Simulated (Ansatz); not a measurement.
Task: a rigid torsion scan of CH₄Cl₂SSi, SMILES CS[SiH](Cl)Cl, with the Python package of Ansatz (0.2.0). Give the script and its output. Level of theory (for the species named): CAM-B3LYP, 6-31G* basis, multiplicity 1.

| atom | x (Å) | y (Å) | z (Å) |
| --- | --- | --- | --- |
| C | -1.1058 | 0.0096 | 1.0876 |
| S | 0.2872 | 1.0795 | 0.7410 |
| Si | 1.1715 | 0.1440 | -0.9601 |
| Cl | 1.7394 | -1.7860 | -0.5045 |
| Cl | -0.1162 | 0.0544 | -2.5181 |
| H | -1.8361 | 0.0623 | 0.2194 |
| H | -0.8327 | -0.9686 | 1.3193 |
| H | -1.6530 | 0.4813 | 1.9290 |
| H | 2.4343 | 0.8771 | -1.3307 |

The script, `run_torsion.py`:
```python
import ansatz
from ase import Atoms


def main() -> None:
    atoms = Atoms(['C', 'S', 'Si', 'Cl', 'Cl', 'H', 'H', 'H', 'H'], positions=[
        (-1.1058, 0.0096, 1.0876),
        (0.2872, 1.0795, 0.741),
        (1.1715, 0.144, -0.9601),
        (1.7394, -1.786, -0.5045),
        (-0.1162, 0.0544, -2.5181),
        (-1.8361, 0.0623, 0.2194),
        (-0.8327, -0.9686, 1.3193),
        (-1.653, 0.4813, 1.929),
        (2.4343, 0.8771, -1.3307),
    ])

    first = (
        ansatz.Crystal.molecule_from_ase(atoms).calculation()
        .basis(gaussian='6-31G*')
        .functional('cam_b3lyp')
        .relax(force_tolerance=0.02, max_steps=80)
    )
    atoms.positions = first.run(threads=1, backend='cpu').report['positions_ang']

    start = atoms.get_dihedral(2, 1, 0, 5)
    energies = {}
    for turn in range(0, 121, 20):
        turned = atoms.copy()
        turned.set_dihedral(2, 1, 0, 5, start + turn, indices=[0, 5, 6, 7])
        calculation = (
            ansatz.Crystal.molecule_from_ase(turned).calculation()
            .basis(gaussian='6-31G*')
            .functional('cam_b3lyp')
        )
        energies[round((start + turn) % 360)] = calculation.run(threads=1, backend='cpu').report['free_energy_ev']
    floor = min(energies.values())
    print('dihedral Si2-S1-C0-H5 (deg)   E - E(min) (kJ/mol)')
    for angle, e in sorted(energies.items()):
        print(f'{angle:8d} {96.485332 * (e - floor):14.3f}  ' + '#' * int(30 * (e - floor) / max(max(energies.values()) - floor, 1e-9)))


if __name__ == '__main__':
    main()
```

```console
$ python run_torsion.py
dihedral Si2-S1-C0-H5 (deg)   E - E(min) (kJ/mol)
      18          5.839  ############################
      38          3.922  ##################
      58          2.962  ##############
     298          0.000
     318          1.185  #####
     338          4.071  ###################
     358          6.246  ##############################
```

The scan is rigid and the energies are electronic, in a modest basis. With rigid groups the curve can differ much from the relaxed path, the start wasn't checked as a minimum of this torsion, and equivalent turns needn't return to the same energy. Finished in 120 s on 1 thread of Arm Neoverse V2, with other jobs on the host, peak memory 0.35 GiB.
